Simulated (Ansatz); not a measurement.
**CH₄S₂Si: one species, many methods**

An exercise on one series of results from a longer session: the logs are not shown, and one member is left open.

The runs use Ansatz 0.2.0, Gaussian basis; functionals in def2-TZVPP, the program's frozen cores in correlated methods.

Plan: LDA (SPW92), PBE-D4, revPBE-D4, BLYP-D4, r2SCAN-D4, B97M-V, PBE0-D4, B3LYP-D4, r2SCANh-D4, r2SCAN0-D4, HSE06-D4, BHLYP-D4, CAM-B3LYP-D4, LC-ωPBE, ωB97X-V, ωB97M-V, B2PLYP, PBE-QIDH; CCSD(T)/def2-SVP; CCSD(T)/def2-TZVPP; MP2/def2-QZVPP; extrapolation to the limit; RPA on PBE.

**The geometry**

An earlier PBE0-D4 in a triple-zeta def2 set relaxation fixed the geometry.

SMILES `SC1[SiH2]S1`, 8 atoms, charge 0, spin multiplicity 1.

Atoms are counted from 1 here; the program's logs count them from 0.

Bond lengths: S1–C2 1.774 Å, S1–H5 1.346 Å, C2–Si3 1.849 Å, C2–S4 1.871 Å, C2–H6 1.086 Å, Si3–S4 2.082 Å, Si3–H7 1.477 Å, Si3–H8 1.478 Å. Angles: C2–S1–H5 98.0°, S1–C2–Si3 118.7°, S1–C2–S4 119.4°, S1–C2–H6 114.1°, Si3–C2–S4 68.1°, Si3–C2–H6 117.7°, S4–C2–H6 111.0°, C2–Si3–S4 56.5°, C2–Si3–H7 117.9°, C2–Si3–H8 119.0°, S4–Si3–H7 119.0°, S4–Si3–H8 119.2°, H7–Si3–H8 113.8°, C2–S4–Si3 55.5°.

The first run:

in.yaml reads:

```yaml
crystal:
  periodic: [false, false, false]
  atoms:
    - {symbol: S, position_ang: [0.168385, 1.757306, -0.822117]}
    - {symbol: C, position_ang: [-0.419261, 0.375539, 0.122779]}
    - {symbol: Si, position_ang: [0.711119, -1.063672, 0.387413]}
    - {symbol: S, position_ang: [-1.018551, -1.156660, -0.767332]}
    - {symbol: H, position_ang: [-1.013135, 2.155253, -1.328343]}
    - {symbol: H, position_ang: [-1.092176, 0.644599, 0.931439]}
    - {symbol: H, position_ang: [2.024050, -1.045294, -0.289592]}
    - {symbol: H, position_ang: [0.731469, -1.724270, 1.709854]}
basis:
  gaussian: {orbitals: def2-TZVPP}
hamiltonian: {xc: lda}
output: {orbitals: {seedname: orbitals}}
```

On the command line:

```sh
$ ansatz run in.yaml --threads 2 --pin off --events-out ev --progress --plain --max-ram 4352MiB
```

Among the steps run: LDA; PBE-D4 (GGA); revPBE-D4 (GGA); BLYP-D4 (GGA); r2SCAN-D4 (meta-GGA); B97M-V (meta-GGA); B3LYP-D4 (hybrid); r2SCANh-D4 (hybrid); r2SCAN0-D4 (hybrid); HSE06-D4 (hybrid); BHLYP-D4 (hybrid); CAM-B3LYP-D4 (range-separated); LC-ωPBE (range-separated); ωB97X-V (range-separated); ωB97M-V (range-separated); B2PLYP (double hybrid); PBE-QIDH (double hybrid).

One of the session's tables, all rows but one given; the rest of the session is left out.

It belongs to the step «Orbital energies across the functionals». 

| functional | HOMO (eV) | gap (eV) |
| --- | --- | --- |
| LDA (SPW92) | -5.92 | 4.22 |
| PBE-D4 | -5.79 | 4.31 |
| revPBE-D4 | -5.75 | 4.35 |
| BLYP-D4 | -5.61 | 4.26 |
| r2SCAN-D4 | -6.05 | 4.84 |
| B97M-V | -6.15 | 4.85 |
| PBE0-D4 | -6.98 | 6.33 |
| B3LYP-D4 | -6.72 | 5.86 |
| r2SCANh-D4 | -6.49 | 5.57 |
| r2SCAN0-D4 | -7.14 | 6.65 |
| HSE06-D4 | -6.58 | 5.55 |
| BHLYP-D4 | -8.00 | 8.22 |
| CAM-B3LYP-D4 | ? | ? |
| LC-ωPBE | -9.66 | 11.14 |
| ωB97X-V | -9.29 | 10.65 |
| ωB97M-V | -9.12 | 10.22 |

Estimate the missing values for CAM-B3LYP-D4.

The run gave: HOMO (eV): -8.25; gap (eV): 8.61. In the column «HOMO (eV)» it lies between ωB97M-V (-9.12) and BHLYP-D4 (-8.00).
